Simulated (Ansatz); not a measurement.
# AgTlS2: a single-point run

The task is a single-point run on AgTlS2. The structure is shown as the input types it. The cell is built on a prototype (ordering on zincblende) and needn't be the phase found in nature.

Program: Ansatz 0.2.0. Level of theory: density functional or hybrid calculation with the settings of its input, plane waves (as first typed). These are calculated values, not measurements.

2 further runs of the same task are left out: 1 for a known fault of the program, 1 that didn't finish.

## (1) The structure to begin with

Symmetry: P-4m2, No. 115, tetragonal system. The conventional cell has a = 4.138 Å, b = 4.138 Å, c = 6.002 Å, α = 90.00°, β = 90.00°, γ = 90.00°. Ag (site symmetry -4m2) has 4 S at 2.54 Å as nearest neighbours. S (site symmetry 2mm) is surrounded by 2 Ag at 2.54 Å and 2 Tl at 2.58 Å. Tl (site symmetry -4m2) is surrounded by 4 S at 2.58 Å.

As a file:

```
Ag S Tl
1.0
     4.13844    0.00000    0.00000
     0.00000    4.13844    0.00000
     0.00000    0.00000    6.00234
Ag S Tl
1 2 1
Cartesian
  0.0000 0.0000 0.0000
  0.0000 2.0692 1.4681
  2.0692 0.0000 4.5343
  2.0692 2.0692 3.0012
```

## (2) The calculation

Contents of input.yaml:

```yaml
crystal:
  lattice:
    - [4.1384416178, 0.0, 0.0]
    - [0.0, 4.1384416178, 0.0]
    - [0.0, 0.0, 6.0023381934]
  atoms:
    - { symbol: Ag, position: [0.0, 0.0, 0.0] }
    - { symbol: S, position: [0.0, 0.5, 0.244582852] }
    - { symbol: Tl, position: [0.5, 0.5, 0.5] }
    - { symbol: S, position: [0.5, 0.0, 0.755417148] }
kpoints:
  mp_grid: { grid: [4, 4, 4] }
hamiltonian:
  xc: pbe
scf:
  occupations: { method: fermi_dirac, width: 0.02 }
  n_extra_bands: 5
  max_iter: 76
output:
  forces: true
  stress: true
  eigenvalues: true
basis:
  ecutrho_ratio: 1
```

Launch:

```sh
$ ansatz run input.yaml --threads 4 --pin off --max-ram 3686MiB --backend cpu --events-out ev --progress --plain --runs-dir out
```

What happens when this is run?

The program finished normally, with warnings (cutoff below recommended). Its log warns: «basis.ecutrho_ratio = 1 (ecutrho = 420 eV) is below the records' recommended 1680 eV»

Look at the input: basis.ecutrho_ratio is 1. The grid or cutoff for the density and potential is too coarse for the wavefunction basis: a density holds Fourier components up to twice the waves' wavevector.

To check: delete basis.ecutrho_ratio (the default then holds).
